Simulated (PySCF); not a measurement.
# BiH6N (Bi(H)3(NH3)): the cost of one run

Program: PySCF 2.14.0. Level of theory: PBE0, Bi def2-SVP with ECP60, H def2-SVP, N def2-SVP; scalar-relativistic core potentials, no spin–orbit coupling. These are calculated values, not measurements.

1 further run of the same task is left out (for a known fault of the program).

## 1. Starting geometry

8 atoms, charge 0, spin multiplicity 1.

Bond lengths: Bi1–H2 2.040 Å, Bi1–H3 2.040 Å, Bi1–H4 2.040 Å, Bi1–N5 2.360 Å, N5–H6 1.020 Å, N5–H7 1.020 Å, N5–H8 1.020 Å. Angles: H2–Bi1–H3 109.5°, H2–Bi1–H4 109.5°, H2–Bi1–N5 109.5°, H3–Bi1–H4 109.5°, H3–Bi1–N5 109.5°, H4–Bi1–N5 109.5°, Bi1–N5–H6 113.0°, Bi1–N5–H7 113.0°, Bi1–N5–H8 113.0°, H6–N5–H7 105.8°, H6–N5–H8 105.8°, H7–N5–H8 105.8°.

As a file:

```
Bi    0.0000    0.0000    0.0000
H     1.1778    1.1778    1.1778
H    -1.1778   -1.1778    1.1778
H     1.1778   -1.1778   -1.1778
N    -1.3625    1.3625   -1.3625
H    -1.9757    1.9757   -0.8255
H    -0.8255    1.9757   -1.9757
H    -1.9757    0.8255   -1.9757
```

Formal oxidation states: Bi +3.

## 2. SCF at the start, singlet

Contents of run.py (the lines that set the calculation):

```python
mol = gto.M(atom='''
Bi     0.00000     0.00000     0.00000
H      1.17780     1.17780     1.17780
H     -1.17780    -1.17780     1.17780
H      1.17780    -1.17780    -1.17780
N     -1.36250     1.36250    -1.36250
H     -1.97570     1.97570    -0.82550
H     -0.82550     1.97570    -1.97570
H     -1.97570     0.82550    -1.97570''',
    basis={'Bi': 'def2-SVP', 'H': 'def2-SVP', 'N': 'def2-SVP'},
    ecp={'Bi': 'def2-SVP'},
    charge=0, spin=0)
mf = dft.RKS(mol, xc='PBE0')
mf.grids.atom_grid = (50, 194)
mf = mf.density_fit()  # fitting sets: Bi def2-universal-JKFIT, H def2-universal-JKFIT, N def2-universal-JKFIT
mf.conv_tol = 1e-08; mf.max_cycle = 55
mf.kernel(dm0)  # dm0: free metal ions and neutral atoms
```

Command:

```console
$ OMP_NUM_THREADS=2 python run.py
```

Q: Estimate wall time and peak memory on 2 threads of Intel Xeon at 2.50GHz (Skylake/Cascade Lake), shared host.

About 4.2 s, with a peak of 0.42 GiB.
